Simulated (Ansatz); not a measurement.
A run of Ansatz 0.2.0:

The input input.yaml:

```yaml
crystal:
  lattice:
    - [5.76069, 0.00496, -0.00286]
    - [-0.5275, 5.84664, 0.03413]
    - [-1.48435, -0.92642, 6.64586]
  atoms:
    - { symbol: Hf, position: [0.7454, 0.39602, 0.34989] }
    - { symbol: Hf, position: [0.28763, 0.45322, 0.59401] }
    - { symbol: Pd, position: [0.90854, 0.13294, 0.84849] }
    - { symbol: Pd, position: [0.25249, 0.90323, 0.35874] }
    - { symbol: Se, position: [0.63469, 0.40355, 0.93716] }
    - { symbol: Se, position: [0.62597, 0.78174, 0.53023] }
    - { symbol: Br, position: [0.85273, 0.99089, 0.15355] }
    - { symbol: Br, position: [0.22526, 0.82084, 0.86223] }
    - { symbol: O, position: [0.9604, 0.28925, 0.59026] }
    - { symbol: O, position: [0.43233, 0.24524, 0.40864] }
    - { symbol: O, position: [0.07457, 0.58308, 0.36682] }
hamiltonian:
  xc: revpbe
  pseudopotentials: { kind: paw }
kpoints:
  mp_grid: { grid: [4, 4, 3] }
scf:
  occupations: { method: fermi_dirac, width: 0.05 }
output:
  forces: true
  stress: true
  eigenvalues: true
relax:
  f_tol: 0.01
  max_steps: 40
  cell: { stress_tol: 0.05 }
```

Potentials or basis: Ansatz PAW.

Launch:

```sh
$ ansatz run input.yaml --threads 8 --pin off --max-ram 20480MiB --backend cpu --events-out ev --progress --plain --runs-dir out
```

Hardware: 8 threads of AMD EPYC 7R43 64-Core Processor (Zen 3), with other jobs on the host.

**Question.** Estimate the wall time of this run.

**Answer.** Run time: 100 s on 8 threads of AMD EPYC 7R43 64-Core Processor (Zen 3) (shared host), peak memory 1.5 GiB. Counts: scf iterations 76, plane waves 4519, k points 26, bands 92, ion steps 9.
